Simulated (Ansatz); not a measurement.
# C₃H₁₃N₃OZr: one species, many methods

One table from this session's results is given with a row withheld; the runs are named, their logs left out.

Computed with Ansatz 0.2.0, Gaussian basis. Level: functionals in def2-TZVPP, the program's frozen cores in correlated methods.

The runs, in order: LDA (SPW92), PBE-D4, revPBE-D4, BLYP-D4, r2SCAN-D4, B97M-V, PBE0-D4, B3LYP-D4, r2SCANh-D4, r2SCAN0-D4, HSE06-D4, BHLYP-D4, CAM-B3LYP-D4, LC-ωPBE, ωB97X-V, ωB97M-V, B2PLYP, PBE-QIDH; CCSD(T)/def2-SVP; CCSD(T)/def2-TZVPP; MP2/def2-QZVPP; extrapolation to the limit; RPA on PBE.

**The geometry**

An earlier PBE0-D4 in a triple-zeta def2 set relaxation fixed the geometry. Zr takes the def2 core potential; no spin-orbit term is included.

21 atoms, charge 0, spin multiplicity 1.

Atoms are counted from 1 here; the program's logs count them from 0.

Bond lengths: C1–N2 1.447 Å, C1–H9 1.098 Å, C1–H10 1.095 Å, C1–H11 1.098 Å, N2–Zr3 2.045 Å, N2–H12 1.011 Å, Zr3–O4 1.945 Å, Zr3–N5 2.045 Å, Zr3–N7 2.045 Å, O4–H13 0.951 Å, N5–C6 1.447 Å, N5–H14 1.011 Å, C6–H15 1.095 Å, C6–H16 1.098 Å, C6–H17 1.098 Å, N7–C8 1.447 Å, N7–H18 1.011 Å, C8–H19 1.098 Å and more. Angles: N2–C1–H9 112.5°, N2–C1–H10 110.1°, N2–C1–H11 112.9°, H9–C1–H10 106.6°, H9–C1–H11 107.6°, H10–C1–H11 106.7°, C1–N2–Zr3 126.6°, C1–N2–H12 111.4°, Zr3–N2–H12 121.7°, N2–Zr3–O4 112.4°, N2–Zr3–N5 106.6°, N2–Zr3–N7 106.2°, O4–Zr3–N5 112.2°, O4–Zr3–N7 112.6°, N5–Zr3–N7 106.4°, Zr3–O4–H13 177.3°, Zr3–N5–C6 126.8°, Zr3–N5–H14 121.5° and more.

The first run:

Contents of in.yaml:

```yaml
crystal:
  periodic: [false, false, false]
  atoms:
    - {symbol: C, position_ang: [-2.132869, -2.028675, -1.051984]}
    - {symbol: N, position_ang: [-1.773975, -0.747856, -0.482912]}
    - {symbol: Zr, position_ang: [0.118931, -0.049464, -0.151037]}
    - {symbol: O, position_ang: [1.339514, -0.501884, -1.596435]}
    - {symbol: N, position_ang: [-0.043493, 1.971318, 0.117762]}
    - {symbol: C, position_ang: [-0.080652, 2.982744, -0.916097]}
    - {symbol: N, position_ang: [0.706472, -0.825855, 1.647474]}
    - {symbol: C, position_ang: [2.057207, -0.880767, 2.162684]}
    - {symbol: H, position_ang: [-2.787827, -2.612740, -0.392183]}
    - {symbol: H, position_ang: [-1.234547, -2.632936, -1.217058]}
    - {symbol: H, position_ang: [-2.635351, -1.938133, -2.023983]}
    - {symbol: H, position_ang: [-2.587556, -0.162724, -0.346726]}
    - {symbol: H, position_ang: [1.953308, -0.756089, -2.276812]}
    - {symbol: H, position_ang: [-0.009488, 2.386031, 1.039613]}
    - {symbol: H, position_ang: [-0.085183, 2.511373, -1.904449]}
    - {symbol: H, position_ang: [0.789327, 3.651956, -0.889602]}
    - {symbol: H, position_ang: [-0.982092, 3.607044, -0.860813]}
    - {symbol: H, position_ang: [0.059306, -1.312840, 2.253129]}
    - {symbol: H, position_ang: [2.156231, -0.382676, 3.136086]}
    - {symbol: H, position_ang: [2.743012, -0.370370, 1.478143]}
    - {symbol: H, position_ang: [2.429725, -1.907458, 2.275180]}
basis:
  gaussian: {orbitals: def2-TZVPP}
hamiltonian: {xc: lda}
output: {orbitals: {seedname: orbitals}}
```

Launch:

```bash
> ansatz run in.yaml --threads 4 --pin off --events-out ev --progress --plain --max-ram 66560MiB --backend cuda --devices 0, --max-vram 37GiB
```

Among the steps run: LDA; PBE-D4 (GGA); revPBE-D4 (GGA); BLYP-D4 (GGA); r2SCAN-D4 (meta-GGA); B97M-V (meta-GGA); B3LYP-D4 (hybrid); r2SCANh-D4 (hybrid); r2SCAN0-D4 (hybrid); HSE06-D4 (hybrid); BHLYP-D4 (hybrid); CAM-B3LYP-D4 (range-separated); LC-ωPBE (range-separated); ωB97X-V (range-separated); ωB97M-V (range-separated); B2PLYP (double hybrid); PBE-QIDH (double hybrid).

One of the session's tables, all rows but one given; the rest of the session is left out.

It belongs to the step «Frontier levels by functional». 

```
  functional  HOMO (eV)  gap (eV)
 LDA (SPW92)      -5.00      4.29
      PBE-D4      -4.85      4.30
   revPBE-D4          ?         ?
     BLYP-D4      -4.74      4.22
   r2SCAN-D4      -5.09      4.86
      B97M-V      -5.20      4.67
     PBE0-D4      -6.14      6.25
    B3LYP-D4      -5.92      5.77
  r2SCANh-D4      -5.57      5.66
  r2SCAN0-D4      -6.31      6.77
    HSE06-D4      -5.73      5.50
    BHLYP-D4      -7.36      7.96
CAM-B3LYP-D4      -7.51      8.25
     LC-ωPBE      -8.86     10.64
     ωB97X-V      -8.52     10.13
     ωB97M-V      -8.45      9.51
```

Estimate the missing values for revPBE-D4.

**Answer.** HOMO (eV): -4.79; gap (eV): 4.30. In the column «HOMO (eV)» it lies between PBE-D4 (-4.85) and BLYP-D4 (-4.74).
